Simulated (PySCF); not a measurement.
# One shape, several levels: RbCl (SMILES [Cl][Rb])

Wanted: a comparison of 6 runs (M06-2X/STO-3G, PBE0/STO-3G, wB97X-V/STO-3G, CCSDT(Q)/STO-3G, UCCSD(T)/STO-3G, FCI/STO-3G) of RbCl. Input form: a Python script.

The results are computed with PySCF 2.14.0.

8 further runs of the same task are left out: 8 set aside as unsound or not needed.

**1. The structure to begin with**

RbCl has 2 atoms, charge 0, and is taken as a singlet. SMILES: `[Cl][Rb]`. The Cl1–Rb2 distance was set to 3.413 Å, away from the relaxed value.

Bond lengths: Cl1–Rb2 3.413 Å.

**2. The energy at M06-2X/STO-3G (run 1)**

Contents of run.py:

```python
from pyscf import gto, dft

mol = gto.M(
    atom='''
Cl     0.000000     0.000000    -0.633200
Rb     0.000000     0.000000     2.779300
''',
    verbose=3,
    max_memory=1860,
    basis='sto-3g',
)

calc0 = dft.RKS(mol)
calc0.xc = 'm06-2x'
calc0.conv_tol = 1e-10
calc0.grids.level = 5
calc0.kernel()
if not calc0.converged:
    calc0 = calc0.newton().run(calc0.mo_coeff, calc0.mo_occ)

e_final = calc0.e_tot
print('Final energy', e_final)
```

Launch:

```bash
$ OMP_NUM_THREADS=1 python run.py
```

Log:

```text
converged SCF energy = -3364.38747156696
Final energy -3364.3874715669635
```

Run time: 6 s. Hardware: 1 thread of Arm Neoverse V1, shared host; peak memory 0.22 GiB.

**3. The energy at PBE0/STO-3G (run 2)**

Contents of run.py:

```python
from pyscf import gto, dft

mol = gto.Mole()
mol.atom = '''
Cl     0.000000     0.000000    -1.196575
Rb     0.000000     0.000000     5.252116
'''
mol.max_memory = 1860
mol.basis = 'sto-3g'
mol.unit = 'bohr'
mol.verbose = 3
mol.build()

myscf = dft.RKS(mol, xc='pbe0')
myscf.conv_tol = 1e-10
myscf.grids.level = 5
myscf.kernel()
if not myscf.converged:
    myscf = myscf.newton().run(myscf.mo_coeff, myscf.mo_occ)

energy = myscf.e_tot
print(f'total energy: {energy:.8f} hartree')
```

Launch:

```bash
$ OMP_NUM_THREADS=1 python run.py
```

Log:

```text
converged SCF energy = -3363.9500766164
total energy: -3363.95007662 hartree
```

Wall time 1.8 s (1 thread of Arm Neoverse V1, shared host); peak memory 0.2 GiB.

**4. A single-point energy at wB97X-V/STO-3G (run 3)**

Contents of input.xyz:

```xyz
2
ClRb
Cl     0.000000     0.000000    -0.633200
Rb     0.000000     0.000000     2.779300
```

Contents of run.py:

```python
from pyscf import gto, dft

molecule = gto.M(
    atom='input.xyz',
    verbose=3,
    max_memory=1860,
    charge=0,
    basis='sto-3g',
)

myscf = dft.RKS(molecule)
myscf.xc = 'wb97x-v'
myscf.conv_tol = 1e-10
myscf.nlcgrids.level = 1
myscf.grids.level = 5
myscf.kernel()
if not myscf.converged:
    myscf = myscf.newton().run(myscf.mo_coeff, myscf.mo_occ)

e_tot = myscf.e_tot
print('Final energy', e_tot)
```

Launch:

```bash
$ OMP_NUM_THREADS=1 python run.py
```

Log:

```text
converged SCF energy = -3364.08378660495
Final energy -3364.083786604954
```

Wall time 8.7 s (1 thread of Arm Neoverse V1, shared host); peak memory 0.2 GiB.

Runs 4 to 5 aren't shown in full; the table further down has their settings and results.

**5. The energy at FCI/STO-3G (run 6)**

Contents of run.py:

```python
from pyscf import gto, mcscf
from pyscf import fci

system = gto.M(
    atom=[
    ('Cl', (0.000000, 0.000000, -0.633200)),
    ('Rb', (-0.000000, -0.000000, 2.779300)),
],
    charge=0,
    basis='sto-3g',
    verbose=3,
    max_memory=1860,
)

calc0 = system.RHF()
calc0.conv_tol = 1e-10
calc0.kernel()
if not calc0.converged:
    calc0 = calc0.newton().run(calc0.mo_coeff, calc0.mo_occ)

cas = mcscf.CASCI(calc0, calc0.mo_coeff.shape[-1] - 19, (system.nelec[0] - 19, system.nelec[1] - 19))  # full CI above the frozen core
cas.fcisolver = fci.direct_spin0.FCI(system)  # even spin states alone
cas.kernel()
print('<S^2> = %.4f' % cas.fcisolver.spin_square(cas.ci, cas.ncas, cas.nelecas)[0])
e_tot = cas.e_tot
print(f'total energy: {e_tot:.8f} hartree')
```

Launch:

```bash
$ OMP_NUM_THREADS=1 python run.py
```

Log:

```text
converged SCF energy = -3362.30717696542
CASCI E = -3362.32792216721  E(CI) = -47.4176823104331  S^2 = 0.0000000
<S^2> = 0.0000
total energy: -3362.32792217 hartree
```

Wall time 2.8 s (1 thread of Arm Neoverse V1, shared host); peak memory 0.16 GiB.

**6. Overview of the runs**

```csv
run,level,nlc grid,integration grid,energy (Eh),dipole moment (D) of the reference,HOMO energy (eV),LUMO energy (eV),wall time
1,M06-2X/STO-3G,–,5,-3364.387472,13.61,-1.86,3.26,6 s
2,PBE0/STO-3G,–,5,-3363.950077,13.16,-0.71,2.58,1.8 s
3,wB97X-V/STO-3G,1,5,-3364.083787,13.99,-2.79,4.66,8.7 s
4,CCSDT(Q)/STO-3G,–,–,-3362.327925,14.82,-3.56,5.92,2 s
5,UCCSD(T)/STO-3G,–,–,-3362.327906,14.82,-3.56,5.92,1.1 s
6,FCI/STO-3G,–,–,-3362.327922,14.82,-3.56,5.92,2.8 s
```

**7. Summary of results**

| quantity | value |
| --- | --- |
| run 6: total energy | -3362.32792 Eh |
| run 6: dipole moment (Hartree–Fock density) | 14.82 D |
| run 6: HOMO energy (Hartree–Fock orbitals) | -3.56 eV |
| run 6: LUMO energy (Hartree–Fock orbitals) | 5.92 eV |
| run 6: HOMO–LUMO gap (Hartree–Fock orbitals) | 9.47 eV |
| run 6: correlation energy (19 core orbitals frozen) | -20.7 mEh |

Against full CI in this basis: CCSDT(Q) -0.0 mEh; UCCSD(T) +0.0 mEh. Over runs 1, 2, 3 the dipole moment (its size) runs from 13.16 D (PBE0/STO-3G) to 13.99 D (wB97X-V/STO-3G). Over runs 1, 2, 3 the HOMO–LUMO gap runs from 3.29 eV (PBE0/STO-3G) to 7.45 eV (wB97X-V/STO-3G). Totals of different functionals can't be ranked against each other. In runs 1, 2, 3, 4, 5, 6 the basis is minimal, so the values are rough. In runs 1, 2, 3, 4, 5, 6 relativity is left out where basis or elements ask for it. All runs together took 22 s, the longest 8.7 s.
